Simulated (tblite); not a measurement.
# C6H7GaN2O: the cost of one run

Computed with tblite 0.8.0 and PySCF 2.14.0, with density-fitted response routines of our own, on a single molecule in the gas phase. Atoms count from 0, in the outputs and in this text.

### Step 1. Starting geometry

17 atoms, charge 0, multiplicity 1; geometry from: force field or distance geometry start.

Bonds of the start (Å): C0–N1 1.18, N1–Ga2 1.87, Ga2–C3 1.94, C3–N4 1.28, Ga2–C5 1.98, C5–C6 1.38, C6–C7 1.37, C7–C8 1.39, C8–O9 1.28, O9–C5 1.32, C0–H10 1.06, Ga2–H11 1.63, C3–H12 1.12, N4–H13 1.03, C6–H14 1.07, C7–H15 1.09, C8–H16 1.10.

### Step 2. Geometry optimisation with GFN2-xTB

Job settings and geometry (Å):

```
{"job": {"kind": "relax", "xc": "GFN2-xTB", "basis": "xTB"}, "charge": 0, "multiplicity": 1}
C      1.660700     3.109700     0.167300
N      1.398500     2.009700    -0.153900
Ga     1.046100     0.237000    -0.649100
C      2.224900    -0.940200     0.345800
N      3.025300    -1.698000    -0.300500
C     -0.874200    -0.091300    -0.320500
C     -1.439700    -0.766500     0.738900
C     -2.795900    -0.733700     0.542100
C     -2.961600    -0.038100    -0.644800
O     -1.830600     0.333000    -1.124700
H      1.858600     4.114000     0.438000
H      1.282800     0.031200    -2.248100
H      2.218400    -0.986700     1.462200
H      3.698900    -2.359400     0.107500
H     -0.976300    -1.237300     1.586200
H     -3.608100    -1.150500     1.144500
H     -3.934600     0.179200    -1.100900
```

Run with:

```sh
OMP_NUM_THREADS=1 python probes_run.py task.json out
```

This one command runs all jobs of the session in turn.

**Question.** How long does this first job take on 1 thread of Arm Neoverse N1, shared host, and how much memory does it need?

About 1.8 s, with a peak of 0.18 GiB.
